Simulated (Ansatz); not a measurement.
# BrCl2H4NSi2: the cost of one run

All numbers below are computed with Ansatz 0.2.0 (RKS PBE0-D4/def2-SVP).

### Step 1. The structure to begin with

Bond lengths: N1–Si2 1.778 Å, Si2–Cl3 2.055 Å, Si2–Br4 2.136 Å, Si2–Si5 2.306 Å, Si5–Cl6 2.067 Å, N1–H7 0.996 Å, N1–H8 1.031 Å, Si5–H9 1.537 Å, Si5–H10 1.498 Å. Angles (14 of 15 angles, heavy atoms first): N1–Si2–Cl3 105.6°, N1–Si2–Br4 105.0°, N1–Si2–Si5 115.4°, Cl3–Si2–Br4 107.4°, Cl3–Si2–Si5 111.0°, Br4–Si2–Si5 111.9°, Si2–Si5–Cl6 112.4°, Si2–N1–H7 104.6°, Si2–N1–H8 105.4°, Si2–Si5–H9 113.4°, Si2–Si5–H10 112.6°, Cl6–Si5–H9 105.7°, Cl6–Si5–H10 106.3°, H7–N1–H8 107.5°.

As a file:

```xyz
10

N     0.8484   -1.7584   -0.2112
Si   -0.2319   -0.3818   -0.5266
Cl    0.2790    0.3057   -2.3948
Br   -2.1844   -1.2350   -0.6722
Si   -0.1503    1.3185    1.0296
Cl   -1.3832    2.9011    0.5336
H     0.4961   -2.4911   -0.7858
H     1.7653   -1.4797   -0.5923
H    -0.5812    0.8795    2.4376
H     1.2253    1.8901    1.1850
```

### Step 2. Relaxing end A

Contents of input.yaml:

```yaml
crystal:
  periodic: [false, false, false]
  atoms:
    - { symbol: "N", position_ang: [0.8484, -1.7584, -0.2112] }
    - { symbol: Si, position_ang: [-0.2319, -0.3818, -0.5266] }
    - { symbol: Cl, position_ang: [0.279, 0.3057, -2.3948] }
    - { symbol: Br, position_ang: [-2.1844, -1.235, -0.6722] }
    - { symbol: Si, position_ang: [-0.1503, 1.3185, 1.0296] }
    - { symbol: Cl, position_ang: [-1.3832, 2.9011, 0.5336] }
    - { symbol: H, position_ang: [0.4961, -2.4911, -0.7858] }
    - { symbol: H, position_ang: [1.7653, -1.4797, -0.5923] }
    - { symbol: H, position_ang: [-0.5812, 0.8795, 2.4376] }
    - { symbol: H, position_ang: [1.2253, 1.8901, 1.185] }
basis:
  gaussian: { orbitals: def2-SVP }
hamiltonian:
  xc: pbe0
  dispersion: d4
relax:
  f_tol: 0.015
  max_steps: 40
```

Started as:

```
> ansatz run input.yaml --threads 2 --pin off --max-ram 3072MiB --backend cpu --events-out ev --progress --plain --runs-dir out
```

Q: Estimate wall time and peak memory on 2 threads of Arm Neoverse V2, shared host.

About 62 s, with a peak of 0.41 GiB.
